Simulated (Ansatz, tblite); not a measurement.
# The cluster W2O6: rung by rung

How do method and basis change the picture of the cluster W2O6 (singlet)?

Method: as each input shows; program: Ansatz 0.2.0, Gaussian basis.

Levels to be run: GFN1-xTB, GFN2-xTB, PBE-D4/def2-TZVP, r2SCAN-D4/def2-TZVP, LC-ωPBE/def2-TZVP, BLYP-D4/def2-TZVP, HF/def2-TZVP, PBE+10HF/def2-SVP, PBE+15HF/def2-SVP, PBE+40HF/def2-SVP, PBE-D4/def2-SVP, PBE0-D4/def2-SVP, PBE0-D4/def2-TZVPD, PBE-D4/def2-TZVPD, r2SCAN-D4/def2-TZVPD, CCSD(T)/def2-SVP, MP2/def2-TZVP, RPA/def2-TZVP.

2 further runs of the same task are left out: 2 set aside as unsound or not needed.

## Step 1: The geometry

The geometry is that of the singlet, from an earlier relaxation (PBE-D4/def2-SVP). At that level it is the lowest of the isomers that a small search found.

8 atoms, charge 0, spin multiplicity 1.

Bond lengths: W1–O3 1.725 Å, W1–O5 1.942 Å, W1–O7 1.725 Å, W1–O8 1.942 Å, W2–O4 1.725 Å, W2–O5 1.942 Å, W2–O6 1.725 Å, W2–O8 1.942 Å. Angles: O3–W1–O5 115.5°, O3–W1–O7 109.7°, O3–W1–O8 115.5°, O5–W1–O7 115.5°, O5–W1–O8 83.0°, O7–W1–O8 115.5°, O4–W2–O5 115.5°, O4–W2–O6 109.7°, O4–W2–O8 115.5°, O5–W2–O6 115.5°, O5–W2–O8 83.0°, O6–W2–O8 115.5°, W1–O5–W2 97.0°, W1–O8–W2 97.0°.

W takes a core potential in the def2 sets. No spin-orbit coupling is included.

PBE0-D4/def2-TZVP was run before; its log isn't repeated, and its numbers join the tables.

## Step 2: GFN1-xTB

Tight binding, by tblite at 300 K electronic temperature and without a spin-polarisation term:

```python
tblite.interface.Calculator('GFN1-xTB', numbers, positions, charge=0, uhf=0).singlepoint()
```

Energy -902.1648 eV, HOMO -12.69 eV, LUMO -8.76 eV; 0.007 s.

## Step 3: GFN2-xTB

Tight binding, by tblite at 300 K electronic temperature and without a spin-polarisation term:

```python
tblite.interface.Calculator('GFN2-xTB', numbers, positions, charge=0, uhf=0).singlepoint()
```

Energy -798.9312 eV, HOMO -12.84 eV, LUMO -10.48 eV; 0.015 s.

## Step 4: PBE-D4/def2-TZVP

start.molden holds the orbitals of an earlier run on this state, given as this run's starting guess.

The input, in.yaml:

```yaml
crystal:
  periodic: [false, false, false]
  atoms:
    - {symbol: W, position_ang: [-1.274253, -0.552912, -0.431788]}
    - {symbol: W, position_ang: [1.274208, 0.552906, 0.431806]}
    - {symbol: O, position_ang: [-2.574662, 0.357887, -1.105658]}
    - {symbol: O, position_ang: [2.574743, -0.357929, 1.105395]}
    - {symbol: O, position_ang: [0.480586, -0.186312, -1.179587]}
    - {symbol: O, position_ang: [1.713466, 2.218660, 0.347775]}
    - {symbol: O, position_ang: [-1.713538, -2.218640, -0.347566]}
    - {symbol: O, position_ang: [-0.480559, 0.186351, 1.179613]}
basis:
  gaussian: {orbitals: def2-TZVP, initial_orbitals: start.molden}
hamiltonian: {xc: pbe, dispersion: d4}
scf: {omitted_lower_state_checks: [starts]}
output: {forces: true, orbitals: {seedname: orbitals}}
```

Command:

```bash
> ansatz run in.yaml --threads 4 --pin off --events-out ev --progress --plain --max-ram 8704MiB
```

After this run come: r2SCAN-D4/def2-TZVP; LC-ωPBE/def2-TZVP; BLYP-D4/def2-TZVP; HF/def2-TZVP; PBE+10HF/def2-SVP; PBE+15HF/def2-SVP; PBE+40HF/def2-SVP; PBE-D4/def2-SVP; PBE0-D4/def2-SVP; PBE0-D4/def2-TZVPD; PBE-D4/def2-TZVPD; r2SCAN-D4/def2-TZVPD; CCSD(T)/def2-SVP; MP2/def2-TZVP; RPA/def2-TZVP.

**Question.** What will the summary of the whole plan be? Wanted: gap in def2-TZVP, named functionals and Hartree-Fock, smallest and largest; gap over the share of exact exchange; correlation energy, CCSD(T)/def2-SVP; correlation energy, MP2/def2-TZVP; binding an atom, CCSD(T)/def2-SVP; PBE0 total energy, smallest basis above largest.

The runs gave:

| quantity | value |
| --- | --- |
| gap in def2-TZVP, named functionals and Hartree-Fock, smallest and largest | 2.33 eV (BLYP-D4), 12.17 eV (HF) |
| gap over the share of exact exchange | 2.34 eV at 0, 6.14 eV at 0.4 |
| correlation energy, CCSD(T)/def2-SVP | -51.26 eV |
| correlation energy, MP2/def2-TZVP | -63.75 eV |
| binding an atom, CCSD(T)/def2-SVP | 5.341 eV |
| PBE0 total energy, smallest basis above largest | 16.35 eV (def2-SVP, def2-TZVPD) |

In words: Over the named functionals and Hartree-Fock in def2-TZVP the gap runs from 2.33 eV (BLYP-D4) to 12.17 eV (HF); exact exchange widens it. Raising the share of exact exchange from 0 to 0.4 moves the HOMO by -2.78 eV and the LUMO by +1.02 eV. The functionals in def2-TZVP miss CCSD(T)/def2-SVP by +0.703 (BLYP-D4) to +0.703 eV (BLYP-D4) an atom. The yardstick is in a double-zeta basis, so levels in larger sets aren't compared like for like. CCSD(T)/def2-SVP isn't at the basis-set limit; small misses against it rank nothing.
